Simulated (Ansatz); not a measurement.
# GeH₂ (singlet): wave-function methods side by side at angle H2–Ge1–H3 = 69.8°, cc-pVDZ

How much of the correlation energy of GeH₂ (singlet) does each wave-function method recover here?

Method: cc-pVDZ, core rule «outside noble gas», up to 14 orbitals frozen; program: Ansatz 0.2.0, Gaussian basis.

To be run: UHF; CCSD(T) on RHF; BCCD(T) on RHF; CISD; CCSDT(Q) on RHF; CCSDTQ on RHF; CASSCF and MRCISD+Q, 2 electrons in 2 orbitals; CASSCF and NEVPT2, 2 electrons in 2 orbitals; CASSCF and MRCISD+Q, 6 electrons in 6 orbitals; CASSCF and NEVPT2, 6 electrons in 6 orbitals; Full CI.

20 further runs of the same task are left out: 2 for a mislabelled method, 13 that didn't finish, 5 set aside as unsound or not needed.

**1. The system**

The geometry derives from a PBE0/def2-TZVP stationary point (not a proven minimum). One angle is set to the value named; bond lengths are kept. No spin-orbit coupling is included. The filled d shell of Ge may be among the frozen orbitals whatever the setting's name suggests; the logs give the count.

3 atoms, charge 0, spin multiplicity 1.

Atoms are counted from 1 here; the program's logs count them from 0.

Bond lengths: Ge1–H2 1.594 Å, Ge1–H3 1.594 Å. Angles: H2–Ge1–H3 69.8°.

**2. UHF**

Input file in.yaml:

```yaml
crystal:
  periodic: [false, false, false]
  atoms:
    - {symbol: Ge, position_ang: [0.000000, -0.035303, 0.000000]}
    - {symbol: H, position_ang: [0.000000, 1.272090, -0.912044]}
    - {symbol: H, position_ang: [0.000000, 1.272085, 0.912051]}
basis:
  gaussian: {orbitals: cc-pVDZ}
magnetization: {spin_polarized: true, initial_magnetization: 0}
hamiltonian: {xc: hf}
output: {orbitals: {seedname: orbitals}}
```

On the command line:

```sh
ansatz run in.yaml --threads 1 --pin off --events-out ev --progress --plain --max-ram 2393MiB
```

Further steps of the session: CCSD(T) on RHF; BCCD(T) on RHF; CISD; CCSDT(Q) on RHF; CCSDTQ on RHF; CASSCF and MRCISD+Q, 2 electrons in 2 orbitals; CASSCF and NEVPT2, 2 electrons in 2 orbitals; CASSCF and MRCISD+Q, 6 electrons in 6 orbitals; CASSCF and NEVPT2, 6 electrons in 6 orbitals; Full CI.

Before running them: what should the planned runs give, taken together? Wanted: FCI below the RHF energy; RMP2 from FCI; RCCSD from FCI; RCCSD(T) from FCI; RCCSDT(Q) from FCI; NEVPT2 pair from FCI; NEVPT2 valence from FCI; MRCISD+Q valence from FCI; T1 diagnostic.

**Answer**, as computed:

```
                         quantity                                                            value
         FCI below the RHF energy                                                       -3.1544 eV
                    RMP2 from FCI                                                     +77.3 kJ/mol
                   RCCSD from FCI                                                      +7.6 kJ/mol
                RCCSD(T) from FCI                                                      +1.7 kJ/mol
               RCCSDT(Q) from FCI                                                      +0.1 kJ/mol
             NEVPT2 pair from FCI                                                     +71.5 kJ/mol
          NEVPT2 valence from FCI                                                     +50.3 kJ/mol
        MRCISD+Q valence from FCI                                                      +0.5 kJ/mol
levels within 1 kcal/mol (43 meV)  RCCSD(T), BCCD(T), RCCSDT, RCCSDT(Q), RCCSDTQ, MRCISD+Q valence
                    T1 diagnostic                                                            0.014
   effectively unpaired electrons                                                             0.07
```

In words: RCCSD(T) lands +1.7 kJ/mol from the yardstick (0.6 % of the correlation energy). One determinant dominates. Of the multireference levels listed MRCISD+Q valence comes nearest in total energy (+0.5 kJ/mol), which doesn't show that its space is the better one. These misses are within one basis, not against nature.
